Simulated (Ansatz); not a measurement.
**ZnCu (Pm-3m): how the settings move a single-point run**

Question: which choices in the input matter for ZnCu (Pm-3m)?

Computed with Ansatz 0.2.0 (reference: DFT r2SCAN, scalar-relativistic, plane waves, PAW, unless a step's input says otherwise).

## Step 1: The starting structure

The structure is cubic, space group Pm-3m (No. 221). Conventional cell: a = 2.920 Å, b = 2.920 Å, c = 2.920 Å, α = 90.00°, β = 90.00°, γ = 90.00°. Around Zn (site symmetry m-3m) lie 8 Cu at 2.53 Å. Around Cu (site symmetry m-3m) lie 8 Zn at 2.53 Å.

Structure file:

```
CELL_PARAMETERS angstrom
2.92000 0.00000 0.00000
0.00000 2.92000 0.00000
0.00000 0.00000 2.92000
ATOMIC_POSITIONS crystal
Zn 0.50000 0.50000 0.50000
Cu 0.00000 0.00000 0.00000
```

## Step 2: Baseline

input.yaml

```yaml
crystal:
  lattice:
    - [2.9200023228, 0.0, 0.0]
    - [0.0, 2.9200023228, 0.0]
    - [0.0, 0.0, 2.9200023228]
  atoms:
    - { symbol: Zn, position: [0.5, 0.5, 0.5] }
    - { symbol: Cu, position: [0.0, 0.0, 0.0] }
basis:
  ecutwfc: 500
  ecutrho_ratio: 4
kpoints:
  mp_grid: { grid: [12, 12, 12] }
hamiltonian:
  xc: r2scan
scf:
  occupations: { method: gaussian, width: 0.05 }
output:
  forces: true
  stress: true
  eigenvalues: true
```

Command:

```bash
ansatz run input.yaml --threads 4 --pin off --max-ram 7168MiB --backend cpu --events-out ev --progress --plain --runs-dir out
```

## Step 3: Changing settings: n_extra_bands 1

Changes to input.yaml since step 2:

```diff
@@ -17,2 +17,3 @@
   occupations: { method: gaussian, width: 0.05 }
+  n_extra_bands: 1
 output:
@@ -20,2 +21,5 @@
   stress: true
-  eigenvalues: true
+  write_density: true
+  write_potential: true
+  elf: true
+  volumetric_format: npy
```

## Step 4: Variant: ecutwfc 550 eV, occupations.method fermi_dirac, occupations.width 0.15, mixing.algorithm msr1, mixing.beta 0.5

Changes to input.yaml since step 2:

```diff
@@ -9,3 +9,3 @@
 basis:
-  ecutwfc: 500
+  ecutwfc: "550 eV"
   ecutrho_ratio: 4
@@ -16,3 +16,4 @@
 scf:
-  occupations: { method: gaussian, width: 0.05 }
+  occupations: { method: fermi_dirac, width: 0.15 }
+  mixing: { algorithm: msr1, beta: 0.5 }
 output:
@@ -20,2 +21 @@
   stress: true
-  eigenvalues: true
```

## Step 5: Variant: ecutwfc 22.0 Ry, hubbard.sites [{species: Cu, l: d, u_eff: 5.0}], hubbard.double_counting fll, mixing.algorithm msr1, mixing.beta 0.9

Changes to input.yaml since step 2:

```diff
@@ -9,3 +9,3 @@
 basis:
-  ecutwfc: 500
+  ecutwfc: "22.0 Ry"
   ecutrho_ratio: 4
@@ -15,4 +15,6 @@
   xc: r2scan
+  hubbard: { sites: [{ species: Cu, l: d, u_eff: 5.0 }], double_counting: fll }
 scf:
   occupations: { method: gaussian, width: 0.05 }
+  mixing: { algorithm: msr1, beta: 0.9 }
 output:
@@ -20,2 +22 @@
   stress: true
-  eigenvalues: true
```

## Step 6: Changed: ecutwfc 22.0 Ry, mp_grid.grid [18, 18, 18], xc pbesol

Changes to input.yaml since step 2:

```diff
@@ -9,8 +9,8 @@
 basis:
-  ecutwfc: 500
+  ecutwfc: "22.0 Ry"
   ecutrho_ratio: 4
 kpoints:
-  mp_grid: { grid: [12, 12, 12] }
+  mp_grid: { grid: [18, 18, 18] }
 hamiltonian:
-  xc: r2scan
+  xc: pbesol
 scf:
@@ -20,2 +20,5 @@
   stress: true
-  eigenvalues: true
+  write_density: true
+  write_potential: true
+  elf: true
+  volumetric_format: npy
```

## Step 7: Changed: occupations.method fermi_dirac, occupations.width 0.3, preconditioner local_kerker

Changes to input.yaml since step 2:

```diff
@@ -16,3 +16,4 @@
 scf:
-  occupations: { method: gaussian, width: 0.05 }
+  occupations: { method: fermi_dirac, width: 0.3 }
+  mixing: { preconditioner: local_kerker }
 output:
@@ -20,2 +21,5 @@
   stress: true
-  eigenvalues: true
+  write_density: true
+  write_potential: true
+  elf: true
+  volumetric_format: npy
```

**Question.** What will these runs give? Wanted: for each run, ending; energy change; pressure; gap; force.

As calculated:

```tsv
run	ending	energy change	pressure (GPa)	gap (eV)	force (eV/Å)	cycles	time
reference	converged	0	0.0	0.00	0.00	8	1 s
1: n_extra_bands 1	converged	0.0 meV/atom	0.0	0.00	0.00	8	1.2 s
2: ecutwfc 550 eV, occupations.method fermi_dirac, occupations.width 0.15, mixing.algorithm msr1, mixing.beta 0.5	converged	-0.6 meV/atom (σ→0)	0.0	0.00	0.00	8	0.99 s
3: ecutwfc 22.0 Ry, hubbard.sites [{species: Cu, l: d, u_eff: 5.0}], hubbard.double_counting fll, mixing.algorithm msr1, mixing.beta 0.9	converged	+365.0 meV/atom (U changed: no physical gain or loss)	2.7	0.00	0.00	10	0.96 s
4: ecutwfc 22.0 Ry, mp_grid.grid [18, 18, 18], xc pbesol	converged	not comparable	1.2	0.00	0.00	7	0.97 s
5: occupations.method fermi_dirac, occupations.width 0.3, preconditioner local_kerker	converged	-1.5 meV/atom (σ→0)	0.2	0.00	0.00	8	1.1 s
```

Times don't compare one to one where runs were asked for different outputs or read a saved state (see the inputs); cycles may leave out searches for a lower state.

Residual by cycle in the longest SCF loop of each run; runs are numbered as in the table. The quantity is the density residual dr2, in eV.

```tsv
cycle	reference	run 1	run 2	run 3	run 4	run 5
1	0.155	0.155	0.151	3.72	0.0328	0.143
2	0.016	0.0163	0.0152	4.59	0.0216	0.0185
3	0.00975	0.00968	0.0101	0.75	3.3e-4	0.0101
4	0.00324	0.00321	0.00328	0.00176	1.0e-4	0.00145
5	4.8e-4	4.8e-4	4.7e-4	0.00149	1.4e-6	9.2e-5
6	7.9e-6	5.7e-6	5.5e-6	2.0e-4	2.7e-8	4.8e-6
7	2.9e-7	3.3e-7	3.9e-7	6.5e-6	8.4e-11	1.1e-7
8	6.5e-9	1.5e-8	4.8e-8	2.1e-6	-	8.2e-8
9	-	-	-	2.3e-7	-	-
10	-	-	-	6.4e-9	-	-
```

What this shows: Runs 3 and 4 ran under the cutoff that the potentials recommend, as the log warns, so basis error is mixed into their values. A changed U is a change of model: its shifts are not errors of convergence.
